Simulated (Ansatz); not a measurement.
# One shape, several levels: BBrF2 (SMILES FB(F)Br)

We compute a comparison of 6 runs (HF/STO-3G, HF/3-21G, PBE-QIDH/aug-cc-pVDZ, SVWN5/aug-cc-pVDZ, r2SCAN0/aug-cc-pVDZ, CCSD/aug-cc-pVDZ) of BBrF2. 

Program for the calculation: Ansatz 0.2.0.

45 further runs of the same task are left out: 3 that didn't finish, 42 set aside as unsound or not needed.

### 1 The structure to begin with

BBrF2: 4 atoms, total charge 0, spin state singlet. SMILES: `FB(F)Br`. The B2–Br4 distance was set to 3.425 Å, away from the relaxed value. At this shape a bond of the SMILES string is far longer than usual.

Bond lengths: F1–B2 1.309 Å, B2–F3 1.309 Å. Angles: F1–B2–F3 119.2°. A long bond or contact: B2–Br4 3.425 Å.

### 2 The energy at HF/STO-3G (run 1)

Input file molecule.yaml:

```yaml
crystal:
  periodic: [false, false, false]
  atoms:
    - {symbol: F, position_ang: [-1.562769, -2.033286, -0.349591]}
    - {symbol: B, position_ang: [-1.475059, -0.730126, -0.262491]}
    - {symbol: F, position_ang: [-2.559539, -0.007166, -0.383971]}
    - {symbol: Br, position_ang: [1.556010, 0.770190, 0.276890]}
basis:
  gaussian:
    orbitals: STO-3G
hamiltonian:
  xc: hf
accuracy: high
output: {orbitals: {seedname: orbitals}}
```

Started as:

```sh
$ ansatz run molecule.yaml --threads 1 --pin off --max-ram 3480MiB --events-out events.jsonl --progress --plain --runs-dir runs
```

Log:

```text
Warning: RAYON_NUM_THREADS=1 ignored (pool sized by the plan → 1); use --threads N
Functional definition: HF
  name "HF"
  exchange = exact_x
  correlation = 0
461 factors; integrals over basis functions are off by at most 3.3e-8 eV
mean field evaluation 1: about -75234.4585 eV, gradient 2.8e1 eV
mean field evaluation 2: about -75234.5032 eV, gradient 2.8e1 eV
mean field evaluation 4: about -75239.5375 eV, gradient 5.4e0 eV
mean field evaluation 8: about -75239.8879 eV, gradient 3.6e-2 eV
mean field -75239.88794481 eV, -2765.0148825442 hartree, gradient 1.5e-8 eV, S^2 0.000000; 0 other end points of the search recorded, 0 dependent functions left out
reference -75239.88794481 eV, -2765.0148825442 hartree; 29, 29 occupied and 4, 4 virtual orbitals, 461 factors
Total energy: -75239.88794481 eV, -2765.0148825442 hartree
```

Wall time 0.26 s (1 thread of Arm Neoverse V1, shared host).

### 3 The energy at HF/3-21G (run 2)

Input file in.yaml:

```yaml
crystal:
  periodic: [false, false, false]
  atoms:
    - symbol: F
      position_ang: [-1.562769, -2.033286, -0.349591]
    - symbol: B
      position_ang: [-1.475059, -0.730126, -0.262491]
    - symbol: F
      position_ang: [-2.559539, -0.007166, -0.383971]
    - symbol: Br
      position_ang: [1.556010, 0.770190, 0.276890]
basis:
  gaussian:
    orbitals: 3-21G-spherical.json
accuracy: high
output: {orbitals: {seedname: orbitals}}
hamiltonian:
  xc: hf
```

The basis set 3-21G is read from a file made from the Basis Set Exchange's data (not shown).

Started as:

```sh
$ ansatz run in.yaml --threads 1 --pin off --max-ram 3480MiB --events-out events.jsonl --progress --plain --runs-dir runs
```

Log:

```text
Warning: RAYON_NUM_THREADS=1 ignored (pool sized by the plan → 1); use --threads N
[... 4 set-up lines as earlier in the session ...]
809 factors; integrals over basis functions are off by at most 9.5e-9 eV
mean field evaluation 1: about -75708.3331 eV, gradient 3.2e1 eV
mean field evaluation 2: about -75708.4390 eV, gradient 3.2e1 eV
mean field evaluation 4: about -75712.6223 eV, gradient 2.6e0 eV
mean field evaluation 8: about -75712.6872 eV, gradient 3.7e-1 eV
mean field evaluation 16: about -75712.6878 eV, gradient 1.0e-8 eV
mean field evaluation 32: about -75712.4414 eV, gradient 1.6e0 eV
mean field -75712.68783837 eV, -2782.3899581572 hartree, gradient 2.0e-8 eV, S^2 0.000000; 0 other end points of the search recorded, 0 dependent functions left out
reference -75712.68783837 eV, -2782.3899581572 hartree; 29, 29 occupied and 20, 20 virtual orbitals, 809 factors
Total energy: -75712.68783837 eV, -2782.3899581572 hartree
```

Run time: 0.54 s. Hardware: 1 thread of Arm Neoverse V1, shared host; peak memory 0.097 GiB.

Runs 3 to 5 aren't shown in full; the table further down has their settings and results.

### 4 A single-point energy at CCSD/aug-cc-pVDZ (run 6)

Input file run.yaml:

```yaml
crystal:
  periodic: [false, false, false]
  atoms:
    - {symbol: F, position_ang: [-1.562769, -2.033286, -0.349591]}
    - {symbol: B, position_ang: [-1.475059, -0.730126, -0.262491]}
    - {symbol: F, position_ang: [-2.559539, -0.007166, -0.383971]}
    - {symbol: Br, position_ang: [1.556010, 0.770190, 0.276890]}
basis:
  gaussian:
    orbitals: aug-cc-pVDZ
correlation:
  method: ccsd
  frozen_orbitals: {B: 1, Br: 9, F: 1}
accuracy: high
scf:
  omitted_lower_state_checks: [cluster_reference, increment]
```

Started as:

```sh
$ ansatz run run.yaml --threads 1 --pin off --max-ram 3480MiB --events-out events.jsonl --progress --plain --runs-dir runs
```

Log, cut to the lines that bear on the results:

```text
Warning: RAYON_NUM_THREADS=1 ignored (pool sized by the plan → 1); use --threads N
[... 2 set-up lines as earlier in the session ...]
[...]
2008 factors; integrals over basis functions are off by at most 4.3e-9 eV
[...]
mean field -76081.68916686 eV, -2795.9505068609 hartree, gradient 3.3e-8 eV, S^2 0.000000; 0 other end points of the search recorded, 0 dependent functions left out; unrestricted orbitals would lower it
12 core orbitals not correlated: weight in the atoms' cores, before any rotation towards them, 1.000 or more for the frozen orbitals, at most 0.000 for the correlated occupied ones
reference -76081.68916686 eV, -2795.9505068609 hartree; 17, 17 occupied and 76, 76 virtual orbitals, 2008 factors
second order -17.43599499 eV of doubles, -0.00000000 eV of singles
cycle   1  -17.20179006 eV  change   -1.9e-1 eV  update   1.5e-1
[...]
cycle  24  -17.93941366 eV  change   -1.5e-9 eV  update   2.6e-9
WARN: these amplitudes may be one of several solutions (largest doubles amplitude 0.34, level shift 1.01 eV)
Total energy: -76099.62858052 eV, -2796.6097681533 hartree
Checks for a lower state left out: cluster_reference, increment
```

Run time: 21 s. Hardware: 1 thread of Arm Neoverse V1, shared host; peak memory 0.61 GiB.

### 5 Overview of the runs

```csv
run,level,frozen core orbitals,energy (Eh),HOMO energy (eV),LUMO energy (eV),HOMO–LUMO gap (eV),wall time
1,HF/STO-3G,–,-2765.014883,-5.45,1.09,6.54,0.26 s
2,HF/3-21G,–,-2782.389958,-9.67,-2.22,7.45,0.54 s
3,PBE-QIDH/aug-cc-pVDZ,12,-2797.729842,-9.66,-3.99,5.67,17 s
4,SVWN5/aug-cc-pVDZ,–,-2793.608590,-6.62,-6.16,0.46,9 s
5,r2SCAN0/aug-cc-pVDZ,–,-2798.536612,-7.93,-5.45,2.47,23 s
6,CCSD/aug-cc-pVDZ,12,-2796.609768,–,–,–,21 s
```

### 6 Outcome

| quantity | value |
| --- | --- |
| run 6: total energy | -2796.60977 Eh |
| run 6: correlation energy (12 core orbitals frozen) | -659.3 mEh |
| run 6: T1 diagnostic | 0.029 |

**Reading.** Over runs 1, 2, 3, 4, 5 the HOMO–LUMO gap runs from 0.46 eV (SVWN5/aug-cc-pVDZ) to 7.45 eV (HF/3-21G). The two ends differ in method and basis. Totals of different functionals can't be ranked against each other. In runs 3, 6 the log says that unrestricted orbitals would lower the reference, so the values rest on an unstable closed-shell determinant (other closed-shell runs at this shape may share the fault). In run 1 the basis is minimal, so the values are rough. All runs together took 70 s, the longest 23 s.
